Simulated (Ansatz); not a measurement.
## Molecular dynamics of Li$_{5}$Mn$_{4}$Co$_{2}$O$_{12}$, charge -1

Input file:

```yaml
accuracy: low
crystal:
  lattice:
    - [-7.403294, -4.631513, 0.0]
    - [2.880544, -4.631513, 0.0]
    - [1.471861, 0.375828, 4.928955]
  atoms:
    - { symbol: Li, position: [0.06837107, 0.29272756, 0.46422235] }
    - { symbol: Li, position: [0.20416855, 0.7605315, 0.50381576] }
    - { symbol: Mn, position: [0.1765007, 0.50298412, 0.98348837], spin: 3.5 }
    - { symbol: Mn, position: [0.83316954, 0.49754243, -0.00629773], spin: 3.5 }
    - { symbol: Co, position: [0.50034111, 0.50070673, -0.00260062], spin: 1.8 }
    - { symbol: O, position: [0.37278167, 0.63031703, 0.25877784] }
    - { symbol: O, position: [0.03234123, 0.54745322, 0.23296989] }
    - { symbol: O, position: [0.68084085, 0.5753274, 0.23927439] }
    - { symbol: O, position: [0.94882783, 0.37215214, 0.75588111] }
    - { symbol: O, position: [0.63042925, 0.43729454, 0.78158582] }
    - { symbol: O, position: [0.30820605, 0.35908709, 0.76365101] }
    - { symbol: Li, position: [0.36680094, 0.27800145, 0.48255032] }
    - { symbol: Li, position: [0.57485293, 0.68010989, 0.50056374] }
    - { symbol: Li, position: [0.75674066, 0.28109585, 0.51589055] }
    - { symbol: Mn, position: [0.67708625, 0.98828558, 1.04242636], spin: 3.5 }
    - { symbol: Mn, position: [0.34320021, 0.00348032, -0.00154102], spin: 3.5 }
    - { symbol: Co, position: [-0.00664904, 0.02246854, -0.05317632], spin: 1.8 }
    - { symbol: O, position: [0.85798833, 0.16007334, 0.19882796] }
    - { symbol: O, position: [0.53945203, 0.07795259, 0.3002209] }
    - { symbol: O, position: [0.19702953, 0.13610467, 0.21894532] }
    - { symbol: O, position: [0.47647951, 0.94025531, 0.8034311] }
    - { symbol: O, position: [0.12592299, 0.84383715, 0.7843569] }
    - { symbol: O, position: [0.79950163, 0.83299958, 0.82296687] }
magnetization:
  spin_polarized: true
total_charge: -1
basis:
  ecutwfc: 420.0
kpoints:
  mp_grid: { grid: [1, 2, 2] }
hamiltonian:
  xc: pbesol
scf:
  occupations: { method: fermi_dirac, width: 0.05 }
  lower_state_search: "off"
md:
  timestep: 1
  n_steps: 160
  ensemble: nve
  temperature: 1950.0
  initial_velocities: maxwell_boltzmann
  seed: 573869
```

Launched with:

```bash
$ ansatz run input.yaml --threads 2 --pin off --max-ram 5120MiB --backend cpu --events-out ev --progress --plain --runs-dir out
```

It goes on from the last frame of an earlier run, with new velocities.

Output, in part (step lines):

```
md step     0: t =     0.00 fs  T =  1950.0 K  F+E_penalty+E_count = -33401.61693658 eV  E_kin = 5.545254 eV  conserved = -33396.07168262 eV  (37 SCF iters)
md step     1: t =     1.00 fs  T =  1910.2 K  F+E_penalty+E_count = -33401.50357682 eV  E_kin = 5.432175 eV  conserved = -33396.07140198 eV  (20 SCF iters)
md step     2: t =     2.00 fs  T =  1866.3 K  F+E_penalty+E_count = -33401.37833016 eV  E_kin = 5.307205 eV  conserved = -33396.07112527 eV  (20 SCF iters)
md step     3: t =     3.00 fs  T =  1819.7 K  F+E_penalty+E_count = -33401.24565607 eV  E_kin = 5.174759 eV  conserved = -33396.07089719 eV  (20 SCF iters)
md step     4: t =     4.00 fs  T =  1771.9 K  F+E_penalty+E_count = -33401.10945029 eV  E_kin = 5.038706 eV  conserved = -33396.07074393 eV  (22 SCF iters)
md step     5: t =     5.00 fs  T =  1723.8 K  F+E_penalty+E_count = -33400.97265326 eV  E_kin = 4.901985 eV  conserved = -33396.07066842 eV  (21 SCF iters)
md step     6: t =     6.00 fs  T =  1676.2 K  F+E_penalty+E_count = -33400.83718203 eV  E_kin = 4.766530 eV  conserved = -33396.07065250 eV  (22 SCF iters)
md step     7: t =     7.00 fs  T =  1629.4 K  F+E_penalty+E_count = -33400.70413172 eV  E_kin = 4.633461 eV  conserved = -33396.07067102 eV  (20 SCF iters)
[... lines left out ...]
```

The steps, from the saved trajectory:

| time (fs) | T (K) | potential energy less start (eV) | conserved less start (meV/atom) |
| --- | --- | --- | --- |
| 0.0 | 1950 | 0.000 | 0.00 |
| 5.0 | 1724 | 0.644 | 0.04 |
| 10.0 | 1496 | 1.292 | 0.04 |
| 15.0 | 1328 | 1.772 | 0.09 |
| 20.0 | 1367 | 1.660 | 0.09 |
| 25.0 | 1581 | 1.047 | -0.06 |
| 30.0 | 1604 | 0.984 | -0.03 |
| 35.0 | 1490 | 1.309 | 0.09 |
| 40.0 | 1533 | 1.188 | 0.03 |
| 45.0 | 1608 | 0.971 | -0.03 |
| 50.0 | 1547 | 1.147 | 0.03 |
| 55.0 | 1432 | 1.473 | 0.07 |
| 60.0 | 1379 | 1.627 | 0.09 |
| 65.0 | 1433 | 1.473 | 0.08 |
| 70.0 | 1535 | 1.180 | 0.04 |
| 75.0 | 1586 | 1.036 | 0.03 |
| 80.0 | 1533 | 1.185 | 0.02 |
| 85.0 | 1404 | 1.553 | 0.05 |
| 90.0 | 1310 | 1.823 | 0.08 |
| 95.0 | 1378 | 1.629 | 0.09 |
| 100.0 | 1597 | 1.005 | 0.02 |
| 105.0 | 1755 | 0.556 | 0.00 |
| 110.0 | 1743 | 0.588 | 0.01 |
| 115.0 | 1622 | 0.938 | 0.19 |
| 120.0 | 1471 | 1.366 | 0.21 |
| 125.0 | 1400 | 1.568 | 0.24 |
| 130.0 | 1505 | 1.271 | 0.21 |
| 135.0 | 1688 | 0.748 | 0.15 |
| 140.0 | 1776 | 0.499 | 0.15 |
| 145.0 | 1772 | 0.511 | 0.17 |
| 150.0 | 1691 | 0.738 | 0.09 |
| 155.0 | 1387 | 1.606 | 0.18 |
| 160.0 | 1126 | 2.350 | 0.30 |

All steps were run. The conserved energy stayed within 0.31 meV per atom of its start (net change 0.3 meV per atom), so the integration is sound. A run of 0.16 ps of so small a system gives no equilibrium averages. No Hubbard correction was used and the magnetic state wasn't searched. Limits of this set-up: coarse k mesh, low accuracy level, charged cell in a uniform background, uncorrected.

Mean squared displacements from the first frame to the last, about the centre of mass: Li 0.29 Å², Mn 0.10 Å², Co 0.05 Å², O 0.22 Å².

Last frame:

```xyz
23
Lattice="-7.4033 -4.6315 0.0000 2.8805 -4.6315 0.0000 1.4719 0.3758 4.9290" Properties=species:S:1:pos:R:3
Li 0.821 -0.699 2.605
Li 0.888 -4.425 2.546
Mn 1.849 -2.822 4.333
Mn -4.671 -6.041 0.047
Co -2.235 -4.606 0.066
O -0.783 -4.295 1.059
O 2.157 -3.004 0.708
O -3.116 -5.878 1.300
O -5.265 -5.764 4.026
O -2.363 -4.414 4.010
O -0.113 -2.695 4.098
Li -1.415 -2.747 2.157
Li -1.360 -5.792 2.321
Li -3.863 -4.886 2.275
Mn -0.605 -7.361 5.065
Mn -2.510 -1.677 0.171
Co -0.038 -0.065 0.034
O -5.936 -4.716 0.836
O -3.463 -3.026 1.107
O -0.780 -1.110 1.528
O -0.079 -5.977 3.922
O 2.738 -4.436 3.715
O -1.995 -7.639 3.930
```

Time of the run: 42 min on 2 threads of Arm Neoverse V1, with other jobs on the host, peak memory 1.2 GiB.
